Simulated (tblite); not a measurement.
# As34H16: the cost of one run

Computed with tblite 0.8.0 and PySCF 2.14.0 and routines of our own; the level stands in each step. Atoms count from 0.

### Step 1. The starting structure

50 atoms, charge 0, multiplicity 1; geometry from: force field, distance geometry or constructed start.

### Step 2. Geometry optimisation with GFN2-xTB

Job settings and geometry (Å):

```
{"job": {"kind": "relax", "xc": "GFN2-xTB", "basis": "xTB"}, "charge": 0, "multiplicity": 1}
As    -4.479400     2.587200    -0.701600
As    -6.281300     3.627300     0.693100
As    -8.066600     2.586700    -0.699000
As    -8.072500     0.522200     0.693800
As    -6.279100    -0.519000    -0.696600
As    -4.487600     0.517300     0.697400
As     8.071900    -0.516100    -0.703300
As     6.281500     0.520500     0.701500
As     4.487000    -0.519900    -0.700400
As     4.481500    -2.589800     0.701600
As     6.276000    -3.625900    -0.702100
As     8.069300    -2.591000     0.700000
As     2.687200     2.589700    -0.695000
As     0.899100     3.624100     0.697300
As    -0.899100     2.594100    -0.699800
As    -0.898800     0.518400     0.706300
As     0.897300    -0.515900    -0.699100
As     2.689500     0.514400     0.699000
As    -9.866200    -0.516000    -0.697500
As    -9.862800    -2.588100     0.702700
As    -8.074100    -3.620900    -0.698500
As    -6.279000    -2.587500     0.699800
As     6.281500     2.593600    -0.693400
As     4.480100     3.620400     0.698500
As    -2.690100     3.627300     0.700900
As    -2.696700    -0.518700    -0.697500
As    -2.689900    -2.586700     0.699300
As    -0.897500    -3.624100    -0.698800
As     0.897500    -2.588600     0.698000
As     2.691700    -3.624300    -0.696600
As    -4.480700    -3.624100    -0.701100
As     9.863700     2.590300    -0.699800
As     8.070800     3.624800     0.698100
As     9.867700     0.516500     0.703700
H     -6.276900     4.885800    -0.154500
H     -9.161900     3.220900     0.148300
H      6.277300    -4.883900     0.147100
H      9.163300    -3.216200    -0.153800
H      0.898000     4.880100    -0.151300
H    -10.961000     0.115200     0.152400
H    -10.956300    -3.221000    -0.147400
H     -8.065900    -4.889600     0.154900
H      4.489200     4.885000    -0.154800
H     -2.688000     4.883500    -0.153000
H     -0.900600    -4.882300     0.153600
H      2.688700    -4.882400     0.147800
H     -4.481900    -4.883900     0.150600
H     10.955900     3.221300     0.153500
H      8.073400     4.884400    -0.151000
H     10.958100    -0.111100    -0.149200
```

On the command line:

```
$ OMP_NUM_THREADS=8 python large_run.py task.json out
```

The driver reads the jobs from task.json and runs them one after another.

**Question.** How long does this first job take on 8 threads of Intel Xeon 6975P-C, shared host, and how much memory does it need?

About 1.7 min, with a peak of 0.17 GiB.
